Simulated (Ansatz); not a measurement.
**LaBeAsO (element-swapped structure): how the settings move a relaxation**

Aim: see which settings change the result for LaBeAsO (element-swapped structure), by how much, and at what cost.

Method: reference: DFT r2SCAN, plane waves, PAW, scalar-relativistic, no spin polarisation, in Ansatz 0.2.0.

### Step 1. The structure to begin with

Symmetry: P4/nmm, No. 129, tetragonal system. The conventional cell has a = 3.939 Å, b = 3.939 Å, c = 8.759 Å, α = 90.00°, β = 90.00°, γ = 90.00°. La (site symmetry 4mm) has 4 O at 2.30 Å as nearest neighbours. Be (site symmetry -4m2) has 4 As at 2.43 Å and 4 Be at 2.79 Å as nearest neighbours. Around As (site symmetry 4mm) lie 4 Be at 2.43 Å. O (site symmetry -4m2) has 4 La at 2.30 Å as nearest neighbours.

As a file:

```
La Be As O
1.0
     3.93884    0.00000    0.00000
     0.00000    3.93884    0.00000
     0.00000    0.00000    8.75867
La Be As O
2 2 2 2
Direct
  0.25000 0.25000 0.13650
  0.75000 0.75000 0.86350
  0.75000 0.25000 0.50000
  0.25000 0.75000 0.50000
  0.25000 0.25000 0.66250
  0.75000 0.75000 0.33750
  0.75000 0.25000 0.00000
  0.25000 0.75000 0.00000
```

### Step 2. The reference run

input.yaml

```yaml
crystal:
  lattice:
    - [3.938835, 0.0, 0.0]
    - [0.0, 3.938835, 0.0]
    - [0.0, 0.0, 8.758673]
  atoms:
    - { symbol: La, position: [0.25, 0.25, 0.1365] }
    - { symbol: La, position: [0.75, 0.75, 0.8635] }
    - { symbol: Be, position: [0.75, 0.25, 0.5] }
    - { symbol: Be, position: [0.25, 0.75, 0.5] }
    - { symbol: As, position: [0.25, 0.25, 0.6625] }
    - { symbol: As, position: [0.75, 0.75, 0.3375] }
    - { symbol: O, position: [0.75, 0.25, 0.0] }
    - { symbol: O, position: [0.25, 0.75, 0.0] }
  symmetry: { tolerance: 0.0003 }
kpoints:
  mp_grid: { grid: [5, 5, 2], shift: [0, 0, 0] }
magnetization:
  spin_polarized: false
scf:
  occupations: { method: fermi_dirac }
hamiltonian:
  pseudopotentials: { kind: paw }
  xc: r2scan
basis:
  ecutwfc: 500
output:
  forces: true
  stress: true
  eigenvalues: true
  write_density: true
  write_potential: true
  elf: true
  volumetric_format: npy
relax:
  max_steps: 40
  cell: {}
```

Command:

```sh
$ ansatz run input.yaml --threads 1 --pin off --max-ram 2560MiB --backend cpu --events-out ev --progress --plain --runs-dir out
```

### Step 3. Changing settings: occupations.method gaussian, occupations.width 0.1, f_tol 0.05, max_displacement 0.3

input.yaml: that of step 2 with these lines changed.

```diff
@@ -20,3 +20,3 @@
 scf:
-  occupations: { method: fermi_dirac }
+  occupations: { method: gaussian, width: 0.1 }
 hamiltonian:
@@ -30,6 +30,2 @@
   eigenvalues: true
-  write_density: true
-  write_potential: true
-  elf: true
-  volumetric_format: npy
 relax:
@@ -37 +33,3 @@
   cell: {}
+  f_tol: 0.05
+  max_displacement: 0.3
```

### Step 4. Variant: n_extra_bands 32

input.yaml: that of step 2 with these lines changed.

```diff
@@ -21,2 +21,3 @@
   occupations: { method: fermi_dirac }
+  n_extra_bands: 32
 hamiltonian:
@@ -30,6 +31,2 @@
   eigenvalues: true
-  write_density: true
-  write_potential: true
-  elf: true
-  volumetric_format: npy
 relax:
```

### Step 5. A further run, with the input changed

input.yaml

```yaml
crystal:
  lattice:
    - [3.938835, 0.0, 0.0]
    - [0.0, 3.938835, 0.0]
    - [0.0, 0.0, 8.758673]
  atoms:
    - { symbol: La, position: [0.25, 0.25, 0.1365], spin: 0.2 }
    - { symbol: La, position: [0.75, 0.75, 0.8635], spin: 0.2 }
    - { symbol: Be, position: [0.75, 0.25, 0.5], spin: 0.2 }
    - { symbol: Be, position: [0.25, 0.75, 0.5], spin: 0.2 }
    - { symbol: As, position: [0.25, 0.25, 0.6625], spin: 0.2 }
    - { symbol: As, position: [0.75, 0.75, 0.3375], spin: 0.2 }
    - { symbol: O, position: [0.75, 0.25, 0.0], spin: 0.2 }
    - { symbol: O, position: [0.25, 0.75, 0.0], spin: 0.2 }
  symmetry: { tolerance: 0.0003 }
kpoints:
  mp_grid: { grid: [5, 5, 2], shift: [0, 0, 0] }
magnetization:
  spin_polarized: true
scf:
  occupations: { method: fermi_dirac }
hamiltonian:
  pseudopotentials: { kind: nc }
  xc: r2scan
basis:
  ecutwfc: 500
output:
  forces: true
  stress: true
  eigenvalues: true
relax:
  max_steps: 40
  cell: {}
```

### Step 7. A further run, with the input changed

input.yaml: that of step 2 with these lines changed.

```diff
@@ -20,3 +20,4 @@
 scf:
-  occupations: { method: fermi_dirac }
+  occupations: { method: fixed }
+  max_iter: 50
 hamiltonian:
@@ -30,6 +31,2 @@
   eigenvalues: true
-  write_density: true
-  write_potential: true
-  elf: true
-  volumetric_format: npy
 relax:
```

(Steps that only read results are left out.)

**Question.** What will these runs give? Wanted: for each run, ending; energy change; pressure; gap; force.

**Answer**, as computed:

```tsv
run	ending	energy change	pressure (GPa)	gap (eV)	force (eV/Å)	cycles	time
reference	converged	0	0.0	1.34	0.01	44	35 s
1: occupations.method gaussian, occupations.width 0.1, f_tol 0.05, max_displacement 0.3	converged	0.0 meV/atom (σ→0)	0.0	1.34	0.00	-	38 s
2: n_extra_bands 32	converged	0.0 meV/atom	0.0	1.34	0.00	48	43 s
3: starting moments, spin_polarized true, pseudopotentials.kind nc	not converged	-	-	-	-	387	8.6 min
4: occupations.method fixed	converged	0.0 meV/atom (σ→0)	0.0	1.34	0.01	44	34 s
```

Times don't compare one to one where runs were asked for different outputs or read a saved state (see the inputs); cycles may leave out searches for a lower state.

What this shows: Of the converged runs whose energies compare with the reference's, none moves it noticeably. The gap of the reference lacks spin-orbit coupling, though the cell holds La. 1 of the 4 altered inputs did not end normally.

These are semilocal Kohn-Sham gaps, which aren't the measured quantity. Such gaps usually fall short of the measured ones.
